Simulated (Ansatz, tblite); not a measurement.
# Al(H2S)F3 (AlF₃H₂S): one state, many levels

The task here is to estimate one member of a computed series from the others.

Method: as each input shows; program: Ansatz 0.2.0, Gaussian basis.

Plan: GFN1-xTB, GFN2-xTB, PBE-D4/def2-TZVP, r2SCAN-D4/def2-TZVP, HF/def2-TZVP, B2PLYP/def2-TZVP, B3LYP-D4/def2-TZVP, LC-ωPBE/def2-TZVP, ωB97M-V/def2-TZVP, LDA/def2-TZVP, BLYP-D4/def2-TZVP, PBE-D4/def2-SVP, PBE0-D4/def2-SVP, HF/6-31G, B3LYP-D4/6-31G, PBE0-D4/def2-TZVPD, PBE-D4/def2-TZVPD, r2SCAN-D4/def2-TZVPD, CCSD(T)/def2-TZVPP, MP2/def2-TZVP, RPA/def2-TZVP.

## The structure

The geometry is that of the singlet, from an earlier relaxation (PBE-D4/def2-SVP).

7 atoms, charge 0, spin multiplicity 1.

Bond lengths: Al1–S2 2.505 Å, Al1–F5 1.673 Å, Al1–F6 1.677 Å, Al1–F7 1.673 Å, S2–H3 1.365 Å, S2–H4 1.365 Å. Angles: S2–Al1–F5 99.2°, S2–Al1–F6 96.8°, S2–Al1–F7 99.1°, F5–Al1–F6 117.1°, F5–Al1–F7 119.6°, F6–Al1–F7 117.0°, Al1–S2–H3 93.7°, Al1–S2–H4 93.7°, H3–S2–H4 92.0°.

Coordinates:

```xyz
7
charge 0, multiplicity 1
Al    0.1364   -0.2335   -0.9964
S     0.1512   -0.2514    1.5081
H     0.5169    1.0602    1.6030
H    -1.1740    0.0605    1.6060
F     1.7858   -0.1981   -1.2743
F    -0.6990    1.2088   -1.1791
F    -0.7173   -1.6465   -1.2673
```

PBE0-D4/def2-TZVP was run before; its log isn't repeated, and its numbers join the tables.

Set-up of the first run:

Tight binding, by tblite at 300 K electronic temperature and without a spin-polarisation term:

```python
tblite.interface.Calculator('GFN1-xTB', numbers, positions, charge=0, uhf=0).singlepoint()
```

Tight binding, by tblite at 300 K electronic temperature and without a spin-polarisation term:

```python
tblite.interface.Calculator('GFN2-xTB', numbers, positions, charge=0, uhf=0).singlepoint()
```

start.molden holds the orbitals of an earlier run on this state, given as this run's starting guess.

in.yaml

```yaml
crystal:
  periodic: [false, false, false]
  atoms:
    - {symbol: Al, position_ang: [0.136415, -0.233492, -0.996358]}
    - {symbol: S, position_ang: [0.151250, -0.251414, 1.508065]}
    - {symbol: H, position_ang: [0.516887, 1.060232, 1.603033]}
    - {symbol: H, position_ang: [-1.173965, 0.060527, 1.606011]}
    - {symbol: F, position_ang: [1.785752, -0.198127, -1.274315]}
    - {symbol: F, position_ang: [-0.698992, 1.208785, -1.179112]}
    - {symbol: F, position_ang: [-0.717347, -1.646512, -1.267334]}
basis:
  gaussian: {orbitals: def2-TZVP, initial_orbitals: start.molden}
hamiltonian: {xc: pbe, dispersion: d4}
scf: {omitted_lower_state_checks: [starts]}
output: {orbitals: {seedname: orbitals}}
```

Command:

```
> ansatz run in.yaml --threads 4 --pin off --events-out ev --progress --plain --max-ram 3916MiB
```

Steps of the session up to this table: PBE-D4/def2-TZVP; r2SCAN-D4/def2-TZVP; HF/def2-TZVP; B2PLYP/def2-TZVP; B3LYP-D4/def2-TZVP; LC-ωPBE/def2-TZVP; ωB97M-V/def2-TZVP; LDA/def2-TZVP; BLYP-D4/def2-TZVP; PBE-D4/def2-SVP; PBE0-D4/def2-SVP; HF/6-31G; B3LYP-D4/6-31G; PBE0-D4/def2-TZVPD; PBE-D4/def2-TZVPD; r2SCAN-D4/def2-TZVPD; CCSD(T)/def2-TZVPP; MP2/def2-TZVP; RPA/def2-TZVP.

One table of the session follows, with a row left open; its other results are not shown here.

| level | HOMO (eV) | gap (eV) |
| --- | --- | --- |
| HF/6-31G | -13.71 | 16.16 |
| HF/def2-TZVP | -13.30 | 15.60 |
| LDA/def2-TZVP | -8.64 | 6.33 |
| PBE-D4/def2-SVP | -8.11 | 6.32 |
| PBE-D4/def2-TZVP | -8.47 | 6.26 |
| PBE-D4/def2-TZVPD | -8.54 | 6.27 |
| BLYP-D4/def2-TZVP | -8.35 | 6.22 |
| r2SCAN-D4/def2-TZVP | -8.85 | 6.92 |
| r2SCAN-D4/def2-TZVPD | -8.89 | 6.92 |
| B3LYP-D4/6-31G | -9.81 | 8.65 |
| B3LYP-D4/def2-TZVP | -9.72 | 8.24 |
| PBE0-D4/def2-SVP | -9.89 | 9.10 |
| PBE0-D4/def2-TZVP | -9.99 | 8.79 |
| PBE0-D4/def2-TZVPD | -10.03 | 8.76 |
| LC-ωPBE/def2-TZVP | ? | ? |
| ωB97M-V/def2-TZVP | -12.20 | 13.10 |

Estimate the missing values for LC-ωPBE/def2-TZVP.

As computed: HOMO (eV): -12.75; gap (eV): 13.99. In the column «HOMO (eV)» it lies between HF/def2-TZVP (-13.30) and ωB97M-V/def2-TZVP (-12.20).
